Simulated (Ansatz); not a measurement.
# CCl₃NSi: basis-set convergence

One table from this session's results is given with a row withheld; the runs are named, their logs left out.

Method: one geometry, several basis sets; program: Ansatz 0.2.0, Gaussian basis.

The runs, in order: PBE0-D4/def2-SVP; ωB97M-V/def2-SVP; PBE0-D4/def2-QZVPP; ωB97M-V/def2-QZVPP; the functionals' def2-TZVPP values are taken from earlier runs.

### The relaxed structure

All runs share one geometry, relaxed beforehand with PBE0-D4 in a triple-zeta def2 set.

SMILES `N#C[Si](Cl)(Cl)Cl`, 6 atoms, charge 0, spin multiplicity 1.

Atoms are counted from 1 here; the program's logs count them from 0.

Bond lengths: N1–C2 1.151 Å, C2–Si3 1.833 Å, Si3–Cl4 2.014 Å, Si3–Cl5 2.014 Å, Si3–Cl6 2.014 Å. Angles: N1–C2–Si3 180.0°, C2–Si3–Cl4 108.0°, C2–Si3–Cl5 108.0°, C2–Si3–Cl6 108.0°, Cl4–Si3–Cl5 110.9°, Cl4–Si3–Cl6 110.9°, Cl5–Si3–Cl6 110.9°.

As a file:

```xyz
6
charge 0, multiplicity 1
N     1.8467   -1.3772    0.9738
C     0.9972   -0.7461    0.5207
Si   -0.3552    0.2585   -0.2009
Cl   -1.7379   -1.0017   -0.9475
Cl    0.4299    1.4069   -1.6577
Cl   -1.1385    1.3958    1.2654
```

The first run:

in.yaml reads:

```yaml
crystal:
  periodic: [false, false, false]
  atoms:
    - {symbol: N, position_ang: [1.846652, -1.377243, 0.973805]}
    - {symbol: C, position_ang: [0.997199, -0.746052, 0.520738]}
    - {symbol: Si, position_ang: [-0.355216, 0.258463, -0.200935]}
    - {symbol: Cl, position_ang: [-1.737887, -1.001747, -0.947543]}
    - {symbol: Cl, position_ang: [0.429857, 1.406866, -1.657698]}
    - {symbol: Cl, position_ang: [-1.138504, 1.395812, 1.265432]}
basis:
  gaussian: {orbitals: def2-SVP}
hamiltonian: {xc: pbe0, dispersion: d4}
output: {orbitals: {seedname: orbitals}}
```

Command:

```sh
> ansatz run in.yaml --threads 4 --pin off --events-out ev --progress --plain --max-ram 10444MiB
```

Steps of the session up to this table: PBE0-D4 in def2-SVP; ωB97M-V in def2-SVP; PBE0-D4 in def2-QZVPP; ωB97M-V in def2-QZVPP.

One table of the session follows, with a row left open; its other results are not shown here.

It belongs to the step «Density functionals: the series». 

| functional | basis | HOMO (eV) |
| --- | --- | --- |
| PBE0-D4 | def2-SVP | -9.81 |
| PBE0-D4 | def2-TZVPP | -9.91 |
| PBE0-D4 | def2-QZVPP | -9.94 |
| ωB97M-V | def2-SVP | -11.98 |
| ωB97M-V | def2-TZVPP | ? |
| ωB97M-V | def2-QZVPP | -12.18 |

Estimate the missing values for ωB97M-V, def2-TZVPP.

**Answer.** HOMO (eV): -12.15. In the column «HOMO (eV)» it lies between ωB97M-V, def2-QZVPP (-12.18) and ωB97M-V, def2-SVP (-11.98).
